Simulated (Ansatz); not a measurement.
# WSe: a trial structure relaxed

Aim: relax WSe from this start, caesium chloride type (Pm-3m, No. 221), and see where it ends.

Computed with Ansatz 0.2.0 (DFT r2SCAN, scalar-relativistic, plane waves, PAW, unless a step's input says otherwise).

## Step 1: The starting structure

It takes space group Pm-3m (No. 221, cubic). The conventional cell has a = 3.511 Å, b = 3.511 Å, c = 3.511 Å, α = 90.00°, β = 90.00°, γ = 90.00°. W (site symmetry m-3m) is surrounded by 8 Se at 3.04 Å. Se (site symmetry m-3m) has 8 W at 3.04 Å as nearest neighbours.

As a file:

```
W Se
1.0
     3.51072    0.00000    0.00000
     0.00000    3.51072    0.00000
     0.00000    0.00000    3.51072
W Se
1 1
Direct
  0.00000 0.00000 0.00000
  0.50000 0.50000 0.50000
```

(A quick probe on a coarse mesh, which set the mesh and smearing, is not shown.)

## Step 3: A loose first relaxation

input.yaml

```yaml
crystal:
  lattice:
    - [3.5107168453, 0.0, 0.0]
    - [0.0, 3.5107168453, 0.0]
    - [0.0, 0.0, 3.5107168453]
  atoms:
    - { symbol: W, position: [0.0, 0.0, 0.0], spin: 1.84 }
    - { symbol: Se, position: [0.5, 0.5, 0.5], spin: -0.19 }
basis:
  ecutwfc: 500
kpoints:
  mp_grid: { grid: [6, 6, 6] }
hamiltonian:
  xc: r2scan
scf:
  occupations: { method: gaussian, width: 0.1 }
  lower_state_search: "off"
output:
  forces: true
  stress: true
  eigenvalues: true
  populations: true
magnetization:
  spin_polarized: true
relax:
  adjacent_minimum: "off"
  f_tol: 0.04
  max_steps: 70
  cell: { stress_tol: 0.4 }
```

The run is started by

```console
> ansatz run input.yaml --threads 1 --pin off --max-ram 2560MiB --backend cpu --events-out ev --progress --plain --runs-dir out
```

The session goes on with these runs: relaxing cell and atoms.

**Question.** What will these runs give?

**Answer**, as computed:

Formation energies count from the elements, computed with the same settings in runs not shown here.

| quantity | value |
| --- | --- |
| cell | a = 3.131 Å, b = 3.131 Å, c = 3.131 Å, α = 90.00°, β = 90.00°, γ = 90.00° |
| space group | Pm-3m (No. 221) |
| volume | 15.35 Å³/atom |
| gap on the mesh | none (metal) |
| formation energy from the elements | +0.595 eV/atom |

In words: The space group stayed Pm-3m, and the volume went from 21.64 to 15.35 Å³/atom. The formation energy of +0.59 eV/atom is positive, so the elements are lower than this compound. These runs have no spin-orbit coupling; with W it would split and shift bands.
